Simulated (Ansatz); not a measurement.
**ZnF₂: small, medium and large basis sets**

An exercise on one series of results from a longer session: the logs are not shown, and one member is left open.

Method: one geometry, several basis sets; program: Ansatz 0.2.0, Gaussian basis.

Plan: PBE0-D4/def2-SVP; ωB97M-V/def2-SVP; PBE0-D4/def2-QZVPP; ωB97M-V/def2-QZVPP; the functionals' def2-TZVPP values are taken from earlier runs.

**Structure used throughout**

All runs share one geometry, relaxed beforehand with PBE0-D4 in a triple-zeta def2 set.

SMILES `[F][Zn][F]`, 3 atoms, charge 0, spin multiplicity 1.

Atoms are counted from 1 here; the program's logs count them from 0.

Bond lengths: F1–Zn2 1.732 Å, Zn2–F3 1.732 Å. Angles: F1–Zn2–F3 180.0°.

The first run:

in.yaml reads:

```yaml
crystal:
  periodic: [false, false, false]
  atoms:
    - {symbol: F, position_ang: [-1.404909, 0.723124, -0.697381]}
    - {symbol: Zn, position_ang: [-0.003723, -0.021837, -0.004478]}
    - {symbol: F, position_ang: [1.397732, -0.766087, 0.688659]}
basis:
  gaussian: {orbitals: def2-SVP}
hamiltonian: {xc: pbe0, dispersion: d4}
output: {orbitals: {seedname: orbitals}}
```

Among the steps run: PBE0-D4 in def2-SVP; ωB97M-V in def2-SVP; PBE0-D4 in def2-QZVPP; ωB97M-V in def2-QZVPP.

One table of the session follows, with a row left open; its other results are not shown here.

It belongs to the step «Functionals by basis». 

```
functional       basis  HOMO (eV)  LUMO (eV)
   PBE0-D4    def2-SVP      -9.78      -1.54
   PBE0-D4  def2-TZVPP     -10.55      -1.95
   PBE0-D4  def2-QZVPP     -10.55      -1.94
   ωB97M-V    def2-SVP          ?          ?
   ωB97M-V  def2-TZVPP     -13.10      -0.17
   ωB97M-V  def2-QZVPP     -13.10      -0.36
```

Estimate the missing values for ωB97M-V, def2-SVP.

**Answer.** HOMO (eV): -12.24; LUMO (eV): 0.11. In the column «HOMO (eV)» it lies between ωB97M-V, def2-QZVPP (-13.10) and PBE0-D4, def2-TZVPP (-10.55).
